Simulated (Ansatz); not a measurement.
# In9As10 zinc blende ring sphere (In₉As₁₀H₂₈+): structure and electronic state

Aim: characterise In9As10 zinc blende ring sphere (In₉As₁₀H₂₈+) as a singlet: its structure, frontier levels and distribution of charge.

The runs use Ansatz 0.2.0, Gaussian basis; RKS PBE0-D4/def2-TZVP.

The runs, in order: relaxation at PBE-D4/def2-SVP; a single point at PBE0-D4/def2-TZVP.

2 further runs of the same task are left out: 1 for a known fault of the program, 1 set aside as unsound or not needed.

**1. Where the work starts**

47 atoms, charge 1, spin multiplicity 1.

Atoms are counted from 1 here; the program's logs count them from 0.

Bond lengths: As1–In11 2.662 Å, As1–In12 2.640 Å, As1–H20 1.511 Å, As1–H21 1.516 Å, As2–In12 2.654 Å, As2–In13 2.607 Å, As2–H22 1.517 Å, As2–H23 1.524 Å, As3–In11 2.593 Å, As3–In15 2.611 Å, As3–H24 1.502 Å, As3–H25 1.517 Å, As4–In12 2.613 Å, As4–In15 2.635 Å, As4–In16 2.613 Å, As4–H26 1.501 Å, As5–In15 2.608 Å, As5–In17 2.652 Å and more. Angles: In11–As1–In12 108.9°, In11–As1–H20 109.1°, In11–As1–H21 108.8°, In12–As1–H20 111.0°, In12–As1–H21 110.4°, H20–As1–H21 108.6°, In12–As2–In13 108.0°, In12–As2–H22 109.2°, In12–As2–H23 108.6°, In13–As2–H22 109.8°, In13–As2–H23 110.4°, H22–As2–H23 110.7°, In11–As3–In15 110.1°, In11–As3–H24 110.1°, In11–As3–H25 108.5°, In15–As3–H24 109.4°, In15–As3–H25 109.2°, H24–As3–H25 109.5° and more.

In takes a core potential in the def2 sets. No spin-orbit coupling is included. The ion is computed in the gas phase, without counter-ions or solvent.

The start is a built from a lattice or polyhedron geometry.

**2. Optimising with PBE-D4/def2-SVP**

Contents of in.yaml:

```yaml
crystal:
  periodic: [false, false, false]
  atoms:
    - {symbol: As, position_ang: [-3.905900, -0.868800, -2.143900]}
    - {symbol: As, position_ang: [-3.930700, 2.162500, 0.887800]}
    - {symbol: As, position_ang: [-0.889200, -3.902400, -2.143400]}
    - {symbol: As, position_ang: [-0.876700, -0.880700, 0.889300]}
    - {symbol: As, position_ang: [2.137800, -3.913600, 0.873900]}
    - {symbol: As, position_ang: [2.157900, -0.880500, -2.153300]}
    - {symbol: As, position_ang: [2.137100, -0.885000, 3.911300]}
    - {symbol: As, position_ang: [-0.885300, 2.168300, -2.133800]}
    - {symbol: As, position_ang: [2.108200, 2.120500, 0.878500]}
    - {symbol: As, position_ang: [-0.887500, 2.152100, 3.914400]}
    - {symbol: In, position_ang: [-2.364400, -2.412800, -3.669500]}
    - {symbol: In, position_ang: [-2.365500, 0.643600, -0.623900]}
    - {symbol: In, position_ang: [-2.403800, 3.639100, 2.398600]}
    - {symbol: In, position_ang: [0.635500, 0.615500, -3.674100]}
    - {symbol: In, position_ang: [0.632800, -2.410300, -0.635300]}
    - {symbol: In, position_ang: [0.635300, 0.634400, 2.388500]}
    - {symbol: In, position_ang: [3.672800, -2.382800, 2.400900]}
    - {symbol: In, position_ang: [3.651600, 0.644800, -0.641400]}
    - {symbol: In, position_ang: [0.647100, 3.647800, -0.620200]}
    - {symbol: H, position_ang: [-4.789000, -0.022300, -3.031200]}
    - {symbol: H, position_ang: [-4.787900, -1.754600, -1.286000]}
    - {symbol: H, position_ang: [-4.805300, 1.274300, 1.751700]}
    - {symbol: H, position_ang: [-4.785200, 3.037800, -0.021200]}
    - {symbol: H, position_ang: [-1.754900, -4.770300, -1.275800]}
    - {symbol: H, position_ang: [-0.015700, -4.777400, -3.022600]}
    - {symbol: H, position_ang: [-1.745300, -1.763900, 1.736500]}
    - {symbol: H, position_ang: [1.269600, -4.795400, 1.770300]}
    - {symbol: H, position_ang: [3.029300, -4.813200, -0.014400]}
    - {symbol: H, position_ang: [3.039700, -1.748500, -3.036000]}
    - {symbol: H, position_ang: [1.271300, -1.752000, 4.795700]}
    - {symbol: H, position_ang: [3.039600, 0.000300, 4.787300]}
    - {symbol: H, position_ang: [-1.762600, 3.042300, -3.060200]}
    - {symbol: H, position_ang: [3.024400, 3.026900, 1.737300]}
    - {symbol: H, position_ang: [-1.753700, 1.261500, 4.801600]}
    - {symbol: H, position_ang: [-0.005400, 3.036500, 4.807000]}
    - {symbol: H, position_ang: [-3.395000, -3.413900, -4.691200]}
    - {symbol: H, position_ang: [-1.365200, -1.393200, -4.678800]}
    - {symbol: H, position_ang: [-3.398600, 4.665600, 3.413500]}
    - {symbol: H, position_ang: [-1.391000, 4.668700, 1.380800]}
    - {symbol: H, position_ang: [-0.363700, -0.386200, -4.658500]}
    - {symbol: H, position_ang: [1.661300, 1.615600, -4.705500]}
    - {symbol: H, position_ang: [4.677700, -1.353300, 1.376500]}
    - {symbol: H, position_ang: [4.649700, -3.391900, 3.388100]}
    - {symbol: H, position_ang: [4.660900, -0.375900, 0.378700]}
    - {symbol: H, position_ang: [4.662400, 1.642600, -1.641100]}
    - {symbol: H, position_ang: [-0.383400, 4.663700, 0.356500]}
    - {symbol: H, position_ang: [1.638600, 4.651600, -1.654900]}
basis:
  gaussian: {orbitals: def2-SVP, fitting: {mean_field: def2-universal-jkfit}}
total_charge: 1
hamiltonian: {xc: pbe, dispersion: d4}
scf: {lower_state_search: "off"}
output: {orbitals: {seedname: orbitals}}
relax: {f_tol: 0.03, max_steps: 70}
```

Launch:

```bash
$ ansatz run in.yaml --threads 11 --pin off --events-out ev --progress --plain --max-ram 166912MiB --backend cuda --devices 0, --max-vram 75GiB
```

Further steps of the session: Single point, PBE0-D4/def2-TZVP.

Q: Predict the results of all the runs planned. Wanted: point group; commonest bond, hydrogen aside; HOMO, LUMO at PBE0-D4/def2-TZVP.

The runs gave:

```
                       quantity                             value
                    point group                                C3
 commonest bond, hydrogen aside  As–In, 24 of mean length 2.712 Å
HOMO, LUMO at PBE0-D4/def2-TZVP                   -9.32, -4.53 eV
```

In words: The molecule keeps its bonding pattern by the stored test; the atoms moved 1.05 Å (rms), and the angle H38–In13–H39 went from 109° to 138°. No usable vibrations, so a minimum isn't proven. The HOMO lies nearest to As6, As8 about 16 % each; H40 10 % and the LUMO to In16 13 %; In15, In17 about 10 % each. Whether this spin is the lowest isn't tested here. The point group is read from a loosely relaxed geometry; soft torsions can leave it below the true symmetry.
